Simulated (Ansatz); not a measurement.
**GaH₆OSbSi: how energies converge with the basis set**

One table from this session's results is given with a row withheld; the runs are named, their logs left out.

Computed with Ansatz 0.2.0, Gaussian basis. Level: one geometry, several basis sets.

Levels to be run: PBE0-D4/def2-SVP; ωB97M-V/def2-SVP; PBE0-D4/def2-QZVPP; ωB97M-V/def2-QZVPP; the functionals' def2-TZVPP values are taken from earlier runs.

### The relaxed structure

The geometry comes from an earlier relaxation with PBE0-D4 in a triple-zeta def2 set; it is a stationary point, not always the lowest conformer. Sb takes the def2 core potential; no spin-orbit term is included.

SMILES `[SiH3][GaH][O][SbH2]`, 10 atoms, charge 0, spin multiplicity 1.

Atoms are counted from 1 here; the program's logs count them from 0.

Bond lengths: Si1–Ga2 2.416 Å, Si1–H5 1.489 Å, Si1–H6 1.488 Å, Si1–H7 1.489 Å, Ga2–O3 1.792 Å, Ga2–H8 1.568 Å, O3–Sb4 1.954 Å, Sb4–H9 1.724 Å, Sb4–H10 1.727 Å. Angles: Ga2–Si1–H5 110.6°, Ga2–Si1–H6 111.1°, Ga2–Si1–H7 110.5°, H5–Si1–H6 108.3°, H5–Si1–H7 108.0°, H6–Si1–H7 108.3°, Si1–Ga2–O3 117.1°, Si1–Ga2–H8 130.2°, O3–Ga2–H8 112.6°, Ga2–O3–Sb4 129.8°, O3–Sb4–H9 96.8°, O3–Sb4–H10 96.9°, H9–Sb4–H10 89.3°.

Set-up of the first run:

File in.yaml:

```yaml
crystal:
  periodic: [false, false, false]
  atoms:
    - {symbol: Si, position_ang: [-1.275961, 0.610009, -0.785418]}
    - {symbol: Ga, position_ang: [-0.413968, -1.470005, 0.090100]}
    - {symbol: O, position_ang: [1.241509, -1.444261, 0.776771]}
    - {symbol: Sb, position_ang: [2.493407, 0.043948, 0.965185]}
    - {symbol: H, position_ang: [-2.719105, 0.475893, -1.127384]}
    - {symbol: H, position_ang: [-1.130420, 1.709406, 0.206862]}
    - {symbol: H, position_ang: [-0.544694, 0.998229, -2.023098]}
    - {symbol: H, position_ang: [-1.070755, -2.892146, 0.152025]}
    - {symbol: H, position_ang: [1.549139, 0.965632, 2.074008]}
    - {symbol: H, position_ang: [1.870838, 1.003294, -0.329050]}
basis:
  gaussian: {orbitals: def2-SVP}
hamiltonian: {xc: pbe0, dispersion: d4}
output: {orbitals: {seedname: orbitals}}
```

Launch:

```console
> ansatz run in.yaml --threads 4 --pin off --events-out ev --progress --plain --max-ram 10444MiB
```

Steps of the session up to this table: PBE0-D4 in def2-SVP; ωB97M-V in def2-SVP; PBE0-D4 in def2-QZVPP; ωB97M-V in def2-QZVPP.

One of the session's tables, all rows but one given; the rest of the session is left out.

It belongs to the step «Density functionals: the series». 

| functional | basis | HOMO (eV) | LUMO (eV) |
| --- | --- | --- | --- |
| PBE0-D4 | def2-SVP | -7.19 | -1.56 |
| PBE0-D4 | def2-TZVPP | -7.26 | -1.65 |
| PBE0-D4 | def2-QZVPP | ? | ? |
| ωB97M-V | def2-SVP | -9.27 | 0.21 |
| ωB97M-V | def2-TZVPP | -9.38 | 0.08 |
| ωB97M-V | def2-QZVPP | -9.39 | -0.05 |

Estimate the missing values for PBE0-D4, def2-QZVPP.

The run gave: HOMO (eV): -7.27; LUMO (eV): -1.68. In the column «HOMO (eV)» it lies between ωB97M-V, def2-SVP (-9.27) and PBE0-D4, def2-TZVPP (-7.26).
